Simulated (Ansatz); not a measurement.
# Pb2 in a box, plane waves

Ansatz 0.2.0, DFT PBE, spin-orbit coupling, plane waves, PAW, molecule in a box. The geometry was relaxed with Gaussian bases (BP86; Pb def2-SVP with ECP60) as a triplet.

```yaml
crystal:
  lattice:
    - [9.0, 0.0, 0.0]
    - [0.0, 9.0, 0.0]
    - [0.0, 0.0, 11.94]
  atoms:
    - { symbol: Pb, position: [0.5, 0.5, 0.62345812], spin: 1.0, spin_axis: [0.0, 0.0, 1.0] }
    - { symbol: Pb, position: [0.5, 0.5, 0.37688442], spin: 1.0, spin_axis: [0.0, 0.0, 1.0] }
basis:
  ecutwfc: 420
  ecutrho_ratio: 4
kpoints:
  mp_grid: { grid: [1, 1, 1] }
hamiltonian:
  xc: pbe
scf:
  occupations: { method: gaussian, width: 0.01 }
output:
  forces: true
  eigenvalues: true
  populations: true
  write_density: true
  write_potential: true
  elf: true
  volumetric_format: npy
magnetization:
  noncollinear: true
  spin_orbit: true
```

Command:
```sh
ansatz run input.yaml --threads 2 --pin off --max-ram 5120MiB --backend cpu --events-out ev --progress --plain --runs-dir out
```
It took 30 s on 2 threads of Intel(R) Xeon(R) Platinum 8488C (Sapphire Rapids), with other jobs on the host, peak memory 1.4 GiB.

(1) How does the SCF go?

(2) Which levels lie next to the highest filled one (eV, counted from it)?

(3) What forces are left at this geometry, relaxed with Gaussian bases (eV/Å)?

The run lost its starting moment (spin-orbit coupling can pair the spins of heavy atoms), so it holds another electronic state than the one for which the geometry was relaxed.

The highest of the empty levels listed lie near the vacuum level and may be states of the box.

The forces come from the other functional as well as from the basis.

## Answers

(1) 
```
SCF iter   1: F=—  HF=-23887.691333 eV  |F-HF|=—  |Δ(HF+E_count)|=         —  Δρ=1.93e-2
preconditioner: auto → Resta (q_TF=auto, 1.512 Å⁻¹)  ε∞=1.9  [insulator: Δε(μ)=0.805 eV  Ē_g=2.559 eV  σ=0.010 eV  W_gap=1.00  n_s
spin=Noncollinear: Resta preconditioning applied to the charge; magnetization (m_x, m_y, m_z) channels mix plain (no charge-respon
SCF iter   2: F=—  HF=-23887.676647 eV  |F-HF|=—  |Δ(HF+E_count)|=   1.47e-2  Δρ=1.37e-2
SCF iter   3: F=—  HF=-23887.643198 eV  |F-HF|=—  |Δ(HF+E_count)|=   3.34e-2  Δρ=9.64e-3
...
SCF iter  10: F=—  HF=-23887.698499 eV  |F-HF|=—  |Δ(HF+E_count)|=   1.77e-5  Δρ=2.07e-5
SCF iter  11: F=—  HF=-23887.698507 eV  |F-HF|=—  |Δ(HF+E_count)|=   8.03e-6  Δρ=2.52e-6
SCF iter  12: F=—  HF=-23887.698507 eV  |F-HF|=—  |Δ(HF+E_count)|=   1.19e-8  Δρ=6.14e-7
SCF iter  13: F=—  HF=-23887.698507 eV  |F-HF|=—  |Δ(HF+E_count)|=   7.89e-9  Δρ=1.85e-7
SCF iter  14: F=-23887.698507 eV  HF=-23887.698507 eV  |F-HF|=2.55e-11  |Δ(HF+E_count)|=  3.57e-10  Δρ=3.94e-8
```

(2) Filled: -14.53, -14.53, -7.89, -7.89, -6.00, -6.00, -0.05, -0.05, 0.00, 0.00. Empty: 0.98, 0.98, 1.94, 1.94, 2.62, 2.62, 3.52, 3.52.

(3) 
```
Pb   0.00  0.00  0.12
Pb   0.00  0.00 -0.12
```
